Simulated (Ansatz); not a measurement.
# Cl2FH3O2Si2: a ladder of functionals and wavefunction methods

An exercise on one series of results from a longer session: the logs are not shown, and one member is left open.

Computed with Ansatz 0.2.0, Gaussian basis. Level: functionals in def2-TZVPP, the program's frozen cores in correlated methods.

The runs, in order: PBE-D4, r2SCAN-D4, PBE0-D4, B3LYP-D4, ωB97X-V, ωB97M-V, B2PLYP; CCSD(T)/def2-TZVPP; MP2/def2-QZVPP; extrapolation to the limit.

**The relaxed structure**

The geometry comes from an earlier relaxation with PBE0-D4 in a triple-zeta def2 set; it is a stationary point, not always the lowest conformer.

SMILES `O[Si@@H](Cl)O[Si@H](F)Cl`, 10 atoms, charge 0, spin multiplicity 1.

Atoms are counted from 1 here; the program's logs count them from 0.

Bond lengths: O1–Si2 1.620 Å, O1–H8 0.960 Å, Si2–Cl3 2.047 Å, Si2–O4 1.633 Å, Si2–H9 1.465 Å, O4–Si5 1.611 Å, Si5–F6 1.580 Å, Si5–Cl7 2.041 Å, Si5–H10 1.466 Å. Angles: Si2–O1–H8 119.3°, O1–Si2–Cl3 110.6°, O1–Si2–O4 112.3°, O1–Si2–H9 107.9°, Cl3–Si2–O4 106.9°, Cl3–Si2–H9 110.2°, O4–Si2–H9 108.8°, Si2–O4–Si5 144.8°, O4–Si5–F6 108.8°, O4–Si5–Cl7 109.7°, O4–Si5–H10 111.7°, F6–Si5–Cl7 107.7°, F6–Si5–H10 108.8°, Cl7–Si5–H10 110.0°.

The first run:

in.yaml

```yaml
crystal:
  periodic: [false, false, false]
  atoms:
    - {symbol: O, position_ang: [1.346024, -1.071157, -1.299625]}
    - {symbol: Si, position_ang: [0.943543, -1.051621, 0.269760]}
    - {symbol: Cl, position_ang: [2.302863, 0.032945, 1.349810]}
    - {symbol: O, position_ang: [-0.518950, -0.371549, 0.526564]}
    - {symbol: Si, position_ang: [-1.443500, 0.913511, 0.230649]}
    - {symbol: F, position_ang: [-2.780524, 0.429677, -0.459067]}
    - {symbol: Cl, position_ang: [-0.490766, 2.162551, -1.071849]}
    - {symbol: H, position_ang: [1.511808, -0.241351, -1.751964]}
    - {symbol: H, position_ang: [0.909501, -2.437189, 0.743872]}
    - {symbol: H, position_ang: [-1.780019, 1.634183, 1.461870]}
basis:
  gaussian: {orbitals: def2-TZVPP}
hamiltonian: {xc: pbe, dispersion: d4}
output: {forces: true, orbitals: {seedname: orbitals}}
```

Command:

```
ansatz run in.yaml --threads 2 --pin off --events-out ev --progress --plain --max-ram 31744MiB --backend cuda --devices 0, --max-vram 18GiB
```

Among the steps run: PBE-D4 (GGA); r2SCAN-D4 (meta-GGA); PBE0-D4 (hybrid); B3LYP-D4 (hybrid); ωB97X-V (range-separated); ωB97M-V (range-separated); B2PLYP (double hybrid); CCSD(T) in def2-TZVPP; MP2 in def2-QZVPP.

One table of the session follows, with a row left open; its other results are not shown here.

```
            method  atomisation energy (eV)
            PBE-D4                        ?
         r2SCAN-D4                   41.071
           PBE0-D4                   40.367
          B3LYP-D4                   40.427
           ωB97X-V                   41.077
           ωB97M-V                   41.109
            B2PLYP                   40.265
     HF/def2-TZVPP                   30.084
    MP2/def2-TZVPP                   41.322
   CCSD/def2-TZVPP                   39.090
CCSD(T)/def2-TZVPP                   39.765
           MP2/CBS                   42.758
       CCSD(T)/CBS                   41.201
```

Estimate the missing values for PBE-D4.

The run gave: atomisation energy (eV): 41.122. In the column «atomisation energy (eV)» it lies between ωB97M-V (41.109) and CCSD(T)/CBS (41.201).
